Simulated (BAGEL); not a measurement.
**C2H4NSi− (SMILES C#C[SiH-]N) at HF/3-21G (density fitting with qzvpp-jkfit)**

Aim: the energy change on altering one bond length of C2H4NSi− at HF/3-21G (density fitting with qzvpp-jkfit), from 2 runs. 

Program for the calculation: BAGEL 1.2.2.

## 1. Starting point

The species is C2H4NSi− (8 atoms), meant as a singlet with charge -1. SMILES: `C#C[SiH-]N`. The coordinates come from a GFN2-xTB relaxation. This is one conformer, not always the lowest.

Bond lengths: C1–C2 1.211 Å, C2–Si3 1.874 Å, Si3–N4 1.793 Å, C1–H5 1.062 Å, Si3–H6 1.518 Å, N4–H7 1.014 Å, N4–H8 1.020 Å. Angles: C1–C2–Si3 163.3°, C2–Si3–N4 105.2°, C2–C1–H5 176.3°, C2–Si3–H6 99.0°, N4–Si3–H6 98.3°, Si3–N4–H7 111.6°, Si3–N4–H8 115.0°, H7–N4–H8 106.5°.

## 2. A single-point energy at HF/3-21G (density fitting with qzvpp-jkfit)

job.json

```json
{ "bagel": [

{
  "title": "molecule",
  "basis": "3-21g",
  "df_basis": "qzvpp-jkfit",
  "angstrom": true,
  "geometry": [
    { "atom": "C", "xyz": [    0.279050,    1.853940,   -1.189400 ] },
    { "atom": "C", "xyz": [    0.177520,    1.083400,   -0.260710 ] },
    { "atom": "Si", "xyz": [    0.551220,   -0.169920,    1.081360 ] },
    { "atom": "N", "xyz": [   -0.100430,   -1.724230,    0.469350 ] },
    { "atom": "H", "xyz": [    0.301890,    2.546050,   -1.994630 ] },
    { "atom": "H", "xyz": [   -0.569410,    0.172850,    2.046120 ] },
    { "atom": "H", "xyz": [    0.434460,   -2.067110,   -0.320570 ] },
    { "atom": "H", "xyz": [   -1.074300,   -1.694990,    0.168480 ] }
  ]
},
{
  "title": "hf",
  "charge": -1
},
{
  "title": "print",
  "file": "orbitals.molden",
  "orbitals": true
}

]}
```

The run is started by

```
$ BAGEL_NUM_THREADS=1 BAGEL job.json > job.out
```

Output:

```text
* using 1 threads per process

  ===============================================================
  ===============================================================

  *** Geometry ***

  { "atom" : "C", "xyz" : [      0.527328,      3.503439,     -2.247640 ] },
  { "atom" : "C", "xyz" : [      0.335464,      2.047329,     -0.492670 ] },
  { "atom" : "Si", "xyz" : [      1.041655,     -0.321102,      2.043474 ] },
  { "atom" : "N", "xyz" : [     -0.189785,     -3.258322,      0.886943 ] },
  { "atom" : "H", "xyz" : [      0.570489,      4.811337,     -3.769304 ] },
  { "atom" : "H", "xyz" : [     -1.076029,      0.326639,      3.866606 ] },
  { "atom" : "H", "xyz" : [      0.821010,     -3.906272,     -0.605790 ] },
  { "atom" : "H", "xyz" : [     -2.030133,     -3.203067,      0.318381 ] },

  Number of auxiliary basis functions:      427

  Since a DF basis is specified, we compute 2- and 3-index integrals:
    o Being stored without compression. Storage requirement is 0.008 GB

  Number of basis functions:       48
  Number of electrons      :       37

    * METHOD: MOLECULE                             0.13

  *** RHF ***

  === Nuclear Repulsion ===
   129.6474828698

      * DIIS with orbital gradients will be used.

  === RHF iteration (3-21g) ===
      0       -418.96394237          0.02706470           0.02
      1       -419.08465528          0.01268953           0.02
      2       -419.11272069          0.00214993           0.02
      3       -419.11420247          0.00075328           0.02
      4       -419.11437756          0.00024162           0.02
      5       -419.11439927          0.00008762           0.02
      6       -419.11440368          0.00003431           0.02
      7       -419.11440484          0.00001341           0.02
      8       -419.11440500          0.00000667           0.02
      9       -419.11440503          0.00000382           0.02
     10       -419.11440504          0.00000141           0.02
     11       -419.11440505          0.00000071           0.02
     12       -419.11440505          0.00000027           0.02
     13       -419.11440505          0.00000008           0.02
     14       -419.11440505          0.00000003           0.02
     15       -419.11440505          0.00000001           0.02
     16       -419.11440505          0.00000001           0.02
    * SCF iteration converged.

    * Permanent dipole moment:
           (    0.694455,    -0.135313,     1.590157) a.u.

    * METHOD: HF                                   0.48

    * METHOD: PRINT                                0.01

  ===============================================================
```

Run time: 0.74 s. Hardware: 1 thread of Arm Neoverse V1, shared host.

## 3. The distorted shape, same level

input.json

```json
{ "bagel" : [

{
  "title" : "molecule",
  "basis" : "3-21g",
  "df_basis" : "qzvpp-jkfit",
  "angstrom" : true,
  "geometry" : [
    { "atom" : "C", "xyz" : [    0.766024,    1.839319,   -1.038953 ] },
    { "atom" : "C", "xyz" : [    0.664494,    1.068779,   -0.110263 ] },
    { "atom" : "Si", "xyz" : [    1.038194,   -0.184541,    1.231807 ] },
    { "atom" : "N", "xyz" : [    0.386544,   -1.738851,    0.619797 ] },
    { "atom" : "H", "xyz" : [    0.788864,    2.531429,   -1.844183 ] },
    { "atom" : "H", "xyz" : [   -0.082436,    0.158229,    2.196567 ] },
    { "atom" : "H", "xyz" : [    0.921434,   -2.081731,   -0.170123 ] },
    { "atom" : "H", "xyz" : [   -1.074300,   -1.694990,    0.168480 ] }
  ]
},
{
  "title" : "hf",
  "charge" : -1
},
{
  "title" : "print",
  "file" : "orbitals.molden",
  "orbitals" : true
}

]}
```

The run is started by

```
$ BAGEL_NUM_THREADS=1 BAGEL input.json > input.out
```

Output:

```text
* using 1 threads per process

  ===============================================================
  ===============================================================

  *** Geometry ***

  { "atom" : "C", "xyz" : [      1.447576,      3.475809,     -1.963337 ] },
  { "atom" : "C", "xyz" : [      1.255712,      2.019700,     -0.208367 ] },
  { "atom" : "Si", "xyz" : [      1.961902,     -0.348732,      2.327778 ] },
  { "atom" : "N", "xyz" : [      0.730462,     -3.285952,      1.171247 ] },
  { "atom" : "H", "xyz" : [      1.490737,      4.783708,     -3.485001 ] },
  { "atom" : "H", "xyz" : [     -0.155781,      0.299009,      4.150910 ] },
  { "atom" : "H", "xyz" : [      1.741258,     -3.933901,     -0.321486 ] },
  { "atom" : "H", "xyz" : [     -2.030133,     -3.203067,      0.318381 ] },

  Number of auxiliary basis functions:      427

  Since a DF basis is specified, we compute 2- and 3-index integrals:
    o Being stored without compression. Storage requirement is 0.008 GB

  Number of basis functions:       48
  Number of electrons      :       37

    * METHOD: MOLECULE                             0.13

  *** RHF ***

  === Nuclear Repulsion ===
   127.8284290650

      * DIIS with orbital gradients will be used.

  === RHF iteration (3-21g) ===
      0       -418.85158703          0.02850496           0.02
      1       -418.97582505          0.01676103           0.02
      2       -419.02542567          0.00275374           0.02
      3       -419.02802234          0.00084665           0.02
      4       -419.02833916          0.00028622           0.02
      5       -419.02837083          0.00014574           0.02
      6       -419.02837744          0.00004374           0.02
      7       -419.02837873          0.00001251           0.02
      8       -419.02837883          0.00000758           0.02
      9       -419.02837886          0.00000404           0.02
     10       -419.02837888          0.00000162           0.02
     11       -419.02837888          0.00000081           0.02
     12       -419.02837888          0.00000036           0.02
     13       -419.02837888          0.00000012           0.02
     14       -419.02837888          0.00000004           0.02
     15       -419.02837888          0.00000003           0.02
     16       -419.02837888          0.00000001           0.02
     17       -419.02837888          0.00000001           0.02
    * SCF iteration converged.

    * Permanent dipole moment:
           (    0.216812,    -0.465935,     1.421614) a.u.

    * METHOD: HF                                   0.50

    * METHOD: PRINT                                0.01

  ===============================================================
```

It took 0.76 s on 1 thread of Arm Neoverse V1, shared host.

## 4. Summary of results

Level: HF/3-21G (density fitting with qzvpp-jkfit).

| quantity | value |
| --- | --- |
| first shape: total energy | -419.11441 Eh |
| first shape: HOMO energy | -1.32 eV |
| first shape: LUMO energy | 9.58 eV |
| first shape: HOMO–LUMO gap (to an unbound level, set by the basis) | 10.90 eV |
| distorted shape: total energy | -419.02838 Eh |
| distorted shape: HOMO energy | -1.56 eV |
| distorted shape: LUMO energy | 8.48 eV |
| distorted shape: HOMO–LUMO gap (to an unbound level, set by the basis) | 10.04 eV |
| energy change with the N4–H8 bond stretched from 1.020 to 1.530 Å | 2.341 eV |

With the N4–H8 bond stretched from 1.020 to 1.530 Å the energy rises by 2.34 eV (54 kcal/mol). The first shape isn't relaxed at this level, so the change isn't measured from a minimum.
